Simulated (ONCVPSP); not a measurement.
# Pseudopotential generation for Hf: ONCV, PBE

Task: generate the file, and judge it by its errors in other configurations, its logarithmic derivatives, its ghosts and its cutoff.

Program: ONCVPSP 4.0.1. Reference atom: PBE, scalar-relativistic, spherical and spin-unpolarised. All values are calculated.

## 1. Settings

Typed settings, in words:

* element: hafnium (Hf, Z = 72)
* type: optimised norm-conserving Vanderbilt (ONCV)
* frozen core: [Kr] 4d10
* valence charge: 26
* reference configuration: 4f14 5s2 5p6 5d2 6s2
* partial waves: 5s+6s: rc 2.00 bohr, ncon 3, nbas 6, qcut 7 1/bohr, 2 projectors; 5p: rc 1.85 bohr, ncon 4, nbas 8, qcut 7.4 1/bohr, 1 projector; 5d: rc 3.10 bohr, ncon 5, nbas 10, qcut 4 1/bohr, 2 projectors, debl 1 Ha; 4f: rc 1.05 bohr, ncon 5, nbas 10, qcut 15.1 1/bohr, 2 projectors, debl 2 Ha
* local potential: polynomial inside 0.65 bohr (lpopt 5, dvloc0 0 Ha)
* core correction: not asked for

An earlier all-electron run gives the scale for the radii.

All-electron outer shells of the reference configuration (PBE, scalar-relativistic, ld1.x):

```json
{"shell": "4d", "level (eV)": "-206.67", "outermost node (bohr)": "0.23", "outermost maximum (bohr)": "0.47"}
{"shell": "5s", "level (eV)": "-67.02", "outermost node (bohr)": "0.55", "outermost maximum (bohr)": "1.01"}
{"shell": "5p", "level (eV)": "-35.57", "outermost node (bohr)": "0.60", "outermost maximum (bohr)": "1.16"}
{"shell": "4f", "level (eV)": "-16.83", "outermost node (bohr)": "–", "outermost maximum (bohr)": "0.45"}
{"shell": "6s", "level (eV)": "-5.11", "outermost node (bohr)": "1.37", "outermost maximum (bohr)": "2.89"}
{"shell": "5d", "level (eV)": "-2.69", "outermost node (bohr)": "0.67", "outermost maximum (bohr)": "1.69"}
{"shell": "6p", "level (eV)": "-1.40", "outermost node (bohr)": "1.66", "outermost maximum (bohr)": "4.05"}
```

## 2. Generation

Hf.dat

```
# ATOM AND REFERENCE CONFIGURATION
# atsym  z   nc   nv     iexc    psfile
  Hf 72.00    9    5        4      upf
#
#   n    l    f
    1    0    2.00
    2    0    2.00
    2    1    6.00
    3    0    2.00
    3    1    6.00
    3    2   10.00
    4    0    2.00
    4    1    6.00
    4    2   10.00
    4    3   14.00
    5    0    2.00
    5    1    6.00
    5    2    2.00
    6    0    2.00
#
# PSEUDOPOTENTIAL AND OPTIMIZATION
# lmax
    3
#
#   l,   rc,      ep,       ncon, nbas, qcut
    0    2.00    0.00    3    6    7.00
    1    1.85    0.00    4    8    7.40
    2    3.10    0.00    5   10    4.00
    3    1.05    0.00    5   10   15.10
#
# LOCAL POTENTIAL
# lloc, lpopt,  rc(5),   dvloc0
    4    5    0.65    0.00
#
# VANDERBILT-KLEINMAN-BYLANDER PROJECTORs
# l, nproj, debl
    0    2    2.60
    1    1    1.10
    2    2    1.00
    3    2    2.00
#
# MODEL CORE CHARGE
# icmod, fcfact, rcfact
    0    0.00    0.00
#
# LOG DERIVATIVE ANALYSIS
# epsh1, epsh2, depsh
   -4.00    5.00    0.02
#
# OUTPUT GRID
# rlmax, drl
    6.00    0.01
#
# TEST CONFIGURATIONS
# ncnf
    4
# nvcnf
#   n    l    f
    5
    4    3   14.00
    5    0    2.00
    5    1    6.00
    5    2    2.00
    6    0    1.00
#
    5
    4    3   14.00
    5    0    2.00
    5    1    6.00
    5    2    2.00
    6    0    0.00
#
    5
    4    3   14.00
    5    0    2.00
    5    1    6.00
    5    2    1.00
    6    0    0.00
#
    6
    4    3   14.00
    5    0    2.00
    5    1    6.00
    5    2    1.00
    6    0    2.00
    6    1    1.00
#
```

The run is started by

```sh
$ oncvpsp.x < Hf.dat > Hf.out
```

Output in Hf.out (without the consistency checks and plot data):

```text
ONCVPSP  (Optimized Norm-Conservinng Vanderbilt PSeudopotential)
scalar-relativistic version 4.0.1

#   n    l    f        energy (Ha)
    1    0    2.00    -2.3993057E+03
    2    0    2.00    -4.1032280E+02
    2    1    6.00    -3.6025786E+02
    3    0    2.00    -9.3493473E+01
    3    1    6.00    -7.8539285E+01
    3    2   10.00    -6.0851548E+01
    4    0    2.00    -1.8835842E+01
    4    1    6.00    -1.3930869E+01
    4    2   10.00    -7.5950016E+00
    4    3   14.00    -6.1866015E-01
    5    0    2.00    -2.4627984E+00
    5    1    6.00    -1.3073203E+00
    5    2    2.00    -9.8817132E-02
    6    0    2.00    -1.8773180E-01

Reference configufation results
  iterations    34
  all-electron total energy (Ha)   -1.50782169D+04

Begin loop to  construct optimized pseudo wave functions
and semi-local pseudopoentials for all angular momenta

Calculating optimized projector #   1

 for l=   0

    Fraction of norm inside rc  0.974411
    Optimizing pswf for qcut=   6.99 a_B^-1,  ecut=  24.44 Ha
    Residual kinetic energy error=  2.13D-07 Ha

    Energy error per electron        Cutoff
         Ha          eV             Ha
         0.01000     0.27211       10.80
         0.00100     0.02721       15.23
         0.00010     0.00272       18.29
         0.00001     0.00027       20.94

Calculating optimized projector #   2

 for l=   0

    Fraction of norm inside rc  0.085211
    Optimizing pswf for qcut=   6.99 a_B^-1,  ecut=  24.44 Ha
    Residual kinetic energy error=  1.27D-07 Ha

    Energy error per electron        Cutoff
         Ha          eV             Ha
         0.01000     0.27211        6.08
         0.00100     0.02721       13.42
         0.00010     0.00272       17.28
         0.00001     0.00027       20.11

Calculating optimized projector #   1

 for l=   1

    Fraction of norm inside rc  0.864133
    Optimizing pswf for qcut=   7.40 a_B^-1,  ecut=  27.37 Ha
    Residual kinetic energy error=  8.58D-07 Ha

    Energy error per electron        Cutoff
         Ha          eV             Ha
         0.01000     0.27211        7.41
         0.00100     0.02721       16.00
         0.00010     0.00272       21.04
         0.00001     0.00027       24.23

   Wellstate for l =  2  n =  7
     eigenvalue =   0.9012
     asymptotic potential =   1.4012
     half-point radius =  6.2557

Calculating optimized projector #   1

 for l=   2

    Fraction of norm inside rc  0.747548
    Optimizing pswf for qcut=   4.00 a_B^-1,  ecut=   8.02 Ha
    Residual kinetic energy error=  3.31D-04 Ha

    Energy error per electron        Cutoff
         Ha          eV             Ha
         0.01000     0.27211        5.74
         0.00100     0.02721        7.28
         0.00010     0.00272       16.50
         0.00001     0.00027       37.41

Calculating optimized projector #   2

 for l=   2

    Fraction of norm inside rc  0.212847
    Optimizing pswf for qcut=   4.00 a_B^-1,  ecut=   8.02 Ha
    Residual kinetic energy error=  1.43D-03 Ha

    Energy error per electron        Cutoff
         Ha          eV             Ha
         0.01000     0.27211        6.47
         0.00100     0.02721        8.66
         0.00010     0.00272       24.27
         0.00001     0.00027       45.75

   Wellstate for l =  3  n =  5
     eigenvalue =   1.3813
     asymptotic potential =   1.8813
     half-point radius =  2.7948

Calculating optimized projector #   1

 for l=   3

    Fraction of norm inside rc  0.866848
    Optimizing pswf for qcut=  15.09 a_B^-1,  ecut= 113.87 Ha
    Residual kinetic energy error=  1.25D-03 Ha

    Energy error per electron        Cutoff
         Ha          eV             Ha
         0.01000     0.27211      101.14
         0.00100     0.02721      118.40
         0.00010     0.00272      359.37
         0.00001     0.00027      403.52

Calculating optimized projector #   2

 for l=   3

    Fraction of norm inside rc  0.050695
    Optimizing pswf for qcut=  15.09 a_B^-1,  ecut= 113.87 Ha
    Residual kinetic energy error=  3.54D-04 Ha

    Energy error per electron        Cutoff
         Ha          eV             Ha
         0.01000     0.27211       92.36
         0.00100     0.02721      107.73
         0.00010     0.00272      148.77
         0.00001     0.00027      340.58

Construct Vanderbilt / Kleinmman-Bylander projectors

B matrix Hermiticity error, ll=   0
   1   2    2.5404E-04

  Orthonormal projector coefficients  2.9804E+01  1.3502E+00

B matrix Hermiticity error, ll=   2
   1   2   -5.4519E-05

  Orthonormal projector coefficients  1.0674E+01 -1.0221E+00

B matrix Hermiticity error, ll=   3
   1   2    5.2899E-04

  Orthonormal projector coefficients -1.7370E+01 -9.2400E+00

Pseudoatom total energy -294.416831

Diagnostic tests using Vanderbilt-Kleinman-Bylander pseudopotentials
  1 or more projectors used as specified by nproj input data

   l    rcore       rmatch      e in        delta e   norm test  slope test

   0   2.0072108   2.0681540  -2.4627984   0.0000014   1.0001889   1.0001742
   0   2.0072108   2.0681540  -0.1877318   0.0000032   1.0000346   1.0000146

   1   1.8570313   1.9134148  -1.3073203  -0.0000029   0.9999960   1.0000030

   2   3.1063156   3.2006300  -0.0988171  -0.0000002   1.0000363   1.0000387
   2   3.1063156   3.2006300   0.9011829   0.0000069   1.0000407   1.0000407

   3   1.0519887   1.0839293  -0.6186601  -0.0000047   1.0004451   1.0004424
   3   1.0519887   1.0839293   1.3813398   0.0000326   1.0007374   1.0007374

 Testing for bound ghosts
   n   l    E NL Schr. Eq   E Basis Diag.   E Cutoff

       0                      -22.574355     32.11  WARNING - GHOST(-)
   1   0       -2.462797       -2.462737     32.11
   2   0       -0.187729       -0.162487     32.11

       1                      -10.835620     64.81  WARNING - GHOST(-)
   2   1       -1.307323       -1.307303     64.81

   3   2       -0.098817       -0.098396     57.45

   4   3       -0.618665       -0.617175    552.36

 Testing for highly-localized positive-energy ghosts
       l    <radius>/rc     E Basis Diag.   E Cutoff

       2        0.195414        0.067909     57.45  WARNING - GHOST(+)

Test configuration 0

   n   l     f        eae           eps        diff
   1   0  2.0000-2399.30568621
   2   0  2.0000 -410.32280412
   2   1  6.0000 -360.25786044
   3   0  2.0000  -93.49347343
   3   1  6.0000  -78.53928473
   3   2 10.0000  -60.85154841
   4   0  2.0000  -18.83584153
   4   1  6.0000  -13.93086894
   4   2 10.0000   -7.59500160
   4   3 14.0000   -0.61866015   -0.61866490   -4.75D-06
   5   0  2.0000   -2.46279842   -2.46279703    1.40D-06
   5   1  6.0000   -1.30732029   -1.30732315   -2.86D-06
   5   2  2.0000   -0.09881713   -0.09881731   -1.74D-07
   6   0  2.0000   -0.18773180   -0.18772859    3.21D-06

    Total energies and differences
      AE_ref= -1.50782169D+04  AE_tst= -1.50782169D+04  dif=  0.00D+00
      PS_ref= -2.94416831D+02  PS_tst= -2.94416831D+02  dif= -2.73D-12
      PSP excitation error=  2.73D-12

Test configuration 1

   n   l     f        eae           eps        diff
   1   0  2.0000-2399.56221865
   2   0  2.0000 -410.57774446
   2   1  6.0000 -360.51286416
   3   0  2.0000  -93.74834921
   3   1  6.0000  -78.79416547
   3   2 10.0000  -61.10635536
   4   0  2.0000  -19.09076714
   4   1  6.0000  -14.18576903
   4   2 10.0000   -7.84979571
   4   3 14.0000   -0.87331243   -0.87609417   -2.78D-03
   5   0  2.0000   -2.71739516   -2.71907075   -1.68D-03
   5   1  6.0000   -1.56237824   -1.56332600   -9.48D-04
   5   2  2.0000   -0.33833498   -0.33872307   -3.88D-04
   6   0  1.0000   -0.40333574   -0.40328778    4.80D-05

    Total energies and differences
      AE_ref= -1.50782169D+04  AE_tst= -1.50779237D+04  dif=  2.93D-01
      PS_ref= -2.94416831D+02  PS_tst= -2.94123636D+02  dif=  2.93D-01
      PSP excitation error= -5.18D-05

Test configuration 2

   n   l     f        eae           eps        diff
   1   0  2.0000-2399.86452485
   2   0  2.0000 -410.87786526
   2   1  6.0000 -360.81309086
   3   0  2.0000  -94.04788888
   3   1  6.0000  -79.09371685
   3   2 10.0000  -61.40587446
   4   0  2.0000  -19.39047334
   4   1  6.0000  -14.48549530
   4   2 10.0000   -8.14945118
   4   3 14.0000   -1.17266053   -1.17882844   -6.17D-03
   5   0  2.0000   -3.01650037   -3.02035016   -3.85D-03
   5   1  6.0000   -1.86045423   -1.86285952   -2.41D-03
   5   2  2.0000   -0.61387286   -0.61495024   -1.08D-03

    Total energies and differences
      AE_ref= -1.50782169D+04  AE_tst= -1.50774026D+04  dif=  8.14D-01
      PS_ref= -2.94416831D+02  PS_tst= -2.93602182D+02  dif=  8.15D-01
      PSP excitation error= -4.05D-04

Test configuration 3

psatom: WARNING lschvkbb convergence error n,l,iter=   3   2   4
ea(ii),et,emin,emax -1.079235E-01 -1.187159E-01 -1.187159E-01 -1.187159E-01
run_config: WARNING for fully non-local PS atom, stg. 1
 WARNING no output for configuration 4

Test configuration 4

   n   l     f        eae           eps        diff
   1   0  2.0000-2399.42925919
   2   0  2.0000 -410.44921064
   2   1  6.0000 -360.38417567
   3   0  2.0000  -93.61847980
   3   1  6.0000  -78.66429333
   3   2 10.0000  -60.97691459
   4   0  2.0000  -18.96125366
   4   1  6.0000  -14.05652119
   4   2 10.0000   -7.72109683
   4   3 14.0000   -0.74474041   -0.73463446    1.01D-02
   5   0  2.0000   -2.58922751   -2.58160299    7.62D-03
   5   1  6.0000   -1.42758917   -1.42219149    5.40D-03
   5   2  1.0000   -0.18261200   -0.17871990    3.89D-03
   6   0  2.0000   -0.24095941   -0.24013844    8.21D-04
   6   1  1.0000   -0.08404710   -0.08494632   -8.99D-04

    Total energies and differences
      AE_ref= -1.50782169D+04  AE_tst= -1.50781448D+04  dif=  7.21D-02
      PS_ref= -2.94416831D+02  PS_tst= -2.94347330D+02  dif=  6.95D-02
      PSP excitation error=  2.61D-03
```

It took 4.7 s on 1 thread of Intel Xeon 6975P-C, shared host.

All-electron and pseudo partial waves u(r) = r·R(r), from the program's wave files:

```csv
r (bohr),5d AE,5d PS
0.155,0.1460,0.0022
0.310,-0.1980,0.0168
0.465,-0.2489,0.0525
0.620,-0.0676,0.1130
0.775,0.1555,0.1976
0.930,0.3437,0.3003
1.085,0.4809,0.4102
1.240,0.5712,0.5136
1.395,0.6243,0.5988
1.550,0.6500,0.6590
1.705,0.6563,0.6924
1.860,0.6493,0.6994
2.015,0.6338,0.6830
2.170,0.6128,0.6499
2.325,0.5886,0.6098
2.480,0.5627,0.5713
2.635,0.5361,0.5383
2.790,0.5094,0.5096
2.945,0.4829,0.4829
3.100,0.4568,0.4568
3.255,0.4314,0.4314
3.410,0.4067,0.4067
3.565,0.3829,0.3829
3.720,0.3600,0.3600
3.875,0.3380,0.3380
4.030,0.3170,0.3170
```

## 3. The configuration tests of the same run

1 test gave no usable energy difference (4f14 5s2 5p6 5d1 6s0).

Energies count from the reference configuration 4f14 5s2 5p6 5d2 6s2; the error is all-electron less pseudo.

```tsv
valence configuration	charge	ΔE all-electron (eV)	error AE − PS (meV)
4f14 5s2 5p6 5d2 6s1	+1	7.977	-1.4
4f14 5s2 5p6 5d2 6s0	+2	22.157	-11
4f14 5s2 5p6 5d1 6s2 6p1	0	1.962	+71
```

## 4. Logarithmic derivatives

Taken from the files of the generation run. The phase is arctan(r·R′/R) of the radial function R, unwrapped, with energies in Ha. A pole is an energy at which the radial function vanishes at the test radius. The pseudo phase is shifted by a multiple of π to meet the all-electron one at the reference energy. Levels narrower than the energy grid can be missing from the poles. The last column is the largest difference on the grid between −0.5 and +0.5 Ha.

| channel | radius (bohr) | reference (Ha) | poles AE | poles PS | window around the reference with phases within 0.05 rad (Ha) | largest difference near zero (rad) |
| --- | --- | --- | --- | --- | --- | --- |
| s | 2.03 | -0.19 | -2.29, 3.89 | -2.29, 3.67 | below 4.6 | 0.001 |
| p | 1.88 | -1.31 | -0.67 | -0.68 | below 1.0 | 0.014 |
| d | 3.14 | -0.10 | 0.10, 2.21 | 0.06, 0.11, 2.28 | below 0.1 | 3.138 |
| f | 1.06 | -0.62 | 0.34 | 0.34 | the whole range | 0.000 |

Phases (rad) along the scan:

```csv
E (Ha),d AE,d PS,f AE,f PS
-3.98,1.443,1.443,1.067,1.067
-3.50,1.433,1.433,1.002,1.002
-3.02,1.421,1.421,0.906,0.906
-2.54,1.405,1.405,0.750,0.750
-2.06,1.382,1.382,0.464,0.463
-1.58,1.348,1.348,-0.082,-0.082
-1.10,1.286,1.286,-0.766,-0.766
-0.62,1.115,1.114,-1.200,-1.200
-0.14,-0.928,-0.929,-1.431,-1.431
0.34,-1.807,-4.944,-1.570,-1.570
0.82,-3.137,-6.278,-1.668,-1.668
1.30,-4.441,-7.580,-1.748,-1.748
1.78,-4.630,-7.766,-1.819,-1.819
2.26,-4.721,-7.851,-1.891,-1.891
2.74,-4.806,-7.918,-1.970,-1.970
3.22,-4.976,-8.003,-2.061,-2.061
3.70,-6.573,-8.205,-2.176,-2.176
4.18,-7.625,-9.613,-2.326,-2.326
4.66,-7.754,-10.678,-2.530,-2.530
```

## 5. Convergence and ghost test

Read off the output, the cutoffs (Ha) at which the residual kinetic energy of the hardest occupied pseudo-wave falls to 1 and 0.1 mHa per electron: 118 Ha and 359 Ha.

The program's own ghost test: GHOST(-) flagged for s at -614.3 eV, p at -294.9 eV; GHOST(+) flagged for d at 1.85 eV.

Cutoff (Ha) at which the first wave of each channel reaches a given error (Ha per electron):

```
  error     s     p     d      f
1.0e-02  10.8   7.4   5.7  101.1
3.2e-03  13.2   9.7   6.5  108.1
1.0e-03  15.2  16.0   7.3  118.4
3.2e-04  16.8  18.8   8.2  255.5
1.0e-04  18.3  21.0  16.5  359.4
3.2e-05  19.6  22.6  33.3  384.8
1.0e-05  20.9  24.2  37.4  403.5
```

## 6. What came out

```
                                                quantity                                                    value
  cutoffs for 1 and 0.1 mHa per electron, occupied waves                                        118 Ha and 359 Ha
                                            bound ghosts                         s at -614.28 eV, p at -294.85 eV
                                          GHOST(+) flags                                                d at 2 eV
                            largest test error (AE − PS)  +71 meV, for 4f14 5s2 5p6 5d1 6s2 6p1 (1 test unsolved)
largest phase difference near zero energy, channels read                                                3.138 rad
```

A bound ghost (s, p) makes it unfit for use: electrons can fall into a state that the atom doesn't have. The worst unpolarised test, 4f14 5s2 5p6 5d1 6s2 6p1, is off by 71 meV on 2.0 eV; by total energies transferability rates as fair where solved. Of the tests 1 gave no usable energy difference, which is a warning in itself. The potential is very hard: the looser tolerance needs 118 Ha. The tighter tolerance needs 359 Ha, and converged work needs a cutoff nearer that. At the looser tolerance the 4f wave is the slowest; 5p needs 16 Ha. Of the channels read, d scatters worst near zero energy, by up to 3.14 rad. A step near π is an extra or missing state, not a misfit of shape. The program also flags highly localised states, GHOST(+) (d).
